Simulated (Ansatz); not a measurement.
# Ga2AsP: the cost of one run

The runs shown are made with Ansatz 0.2.0. PAW datasets, plane waves, zero pressure. No spin polarisation and no zero-point or thermal motion; the cell was built from a prototype and may be hypothetical.

### Step 1. Starting point

This is the cell as the run starts from it, not yet at rest; its lengths are not the crystal's.

Space group R3m (No. 160), trigonal; a = 3.782 Å, c = 18.530 Å in the conventional setting, 19.13 Å³ an atom. Near P stand 4 Ga at 2.32 Å; near As stand 4 Ga at 2.32 Å; near Ga stand 1 As at 2.32 Å and 3 P at 2.32 Å; near Ga stand 1 P at 2.32 Å and 3 As at 2.32 Å.

The structure in full:

```xyz
4
Lattice="1.8912 1.0919 6.1767 -1.8912 1.0919 6.1767 0.0000 -2.1838 6.1767" Properties=species:S:1:pos:R:3 pbc="T T T"
P     0.0000    0.0000    0.0000
As    0.0000    0.0000    9.2650
Ga    0.0000    0.0000   11.5813
Ga    0.0000    0.0000    2.3163
```

### Step 2. Relaxation with PBE

Input file input.yaml:

```yaml
crystal:
  lattice:
    - [1.8912102056, 1.0918907213, 6.1766666667]
    - [-1.8912102056, 1.0918907213, 6.1766666667]
    - [0.0, -2.1837814426, 6.1766666667]
  atoms:
    - { symbol: P, position: [0.0, 0.0, 0.0] }
    - { symbol: As, position: [0.5, 0.5, 0.5] }
    - { symbol: Ga, position: [0.625, 0.625, 0.625] }
    - { symbol: Ga, position: [0.125, 0.125, 0.125] }
kpoints:
  mp_grid: { grid: [8, 8, 8] }
hamiltonian:
  xc: pbe
scf:
  occupations: { method: fermi_dirac, width: 0.02 }
relax:
  f_tol: 0.005
  cell: {}
output:
  write_density: true
  write_potential: true
  elf: true
  volumetric_format: npy
```

Started as:

```
$ ansatz run input.yaml --threads 2 --pin off --max-ram 2211MiB --backend cpu --events-out ev --progress --plain --runs-dir out
```

**Question.** How long does this run take on 2 threads of Arm Neoverse V1, shared host, and how much memory does it need?

About 73 s, with a peak of 0.46 GiB.
